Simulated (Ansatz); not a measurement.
# H4Ti: the cost of one run

Method: def2-TZVPP, core rule «outside noble gas», up to 9 orbitals frozen; program: Ansatz 0.2.0, Gaussian basis.

The runs, in order: UHF; CCSD(T) on ROHF; CCSD(T) on UHF; CCSDT(Q) on ROHF; CCSDT(Q) on UHF.

11 further runs of the same task are left out: 5 for a known fault of the program, 6 set aside as unsound or not needed.

### 1 The geometry

The geometry is a PBE0/def2-TZVP stationary point (not a proven minimum).

5 atoms, charge 0, spin multiplicity 3.

Atoms are counted from 1 here; the program's logs count them from 0.

Bond lengths: Ti1–H2 1.976 Å, Ti1–H3 1.976 Å, Ti1–H4 1.976 Å, Ti1–H5 1.976 Å, H2–H4 0.786 Å, H3–H5 0.786 Å. Angles: H2–Ti1–H3 164.8°, H2–Ti1–H4 22.9°, H2–Ti1–H5 162.9°, H3–Ti1–H4 162.9°, H3–Ti1–H5 22.9°, H4–Ti1–H5 164.8°, Ti1–H2–H4 78.5°, Ti1–H3–H5 78.5°, Ti1–H4–H2 78.5°, Ti1–H5–H3 78.5°.

As a file:

| atom | x (Å) | y (Å) | z (Å) |
| --- | --- | --- | --- |
| Ti1 | 0.00000 | 0.00000 | 0.00000 |
| H2 | 0.26095 | 0.29393 | -1.93633 |
| H3 | 0.26095 | -0.29393 | 1.93633 |
| H4 | -0.26095 | -0.29393 | -1.93633 |
| H5 | -0.26095 | 0.29393 | 1.93633 |

### 2 UHF

in.yaml

```yaml
crystal:
  periodic: [false, false, false]
  atoms:
    - {symbol: Ti, position_ang: [0.000000, 0.000000, 0.000000]}
    - {symbol: H, position_ang: [0.260951, 0.293926, -1.936328]}
    - {symbol: H, position_ang: [0.260948, -0.293929, 1.936328]}
    - {symbol: H, position_ang: [-0.260951, -0.293926, -1.936328]}
    - {symbol: H, position_ang: [-0.260948, 0.293929, 1.936328]}
basis:
  gaussian: {orbitals: def2-TZVPP}
magnetization: {spin_polarized: true, initial_magnetization: 2}
hamiltonian: {xc: hf}
output: {orbitals: {seedname: orbitals}}
```

The run is started by

```
$ ansatz run in.yaml --threads 1 --pin off --events-out ev --progress --plain --max-ram 4096MiB --backend cpu
```

**Question.** How long does this run take on 1 thread of AMD EPYC 7R13, shared host, and how much memory does it need?

About 56 s, with a peak of 0.28 GiB.
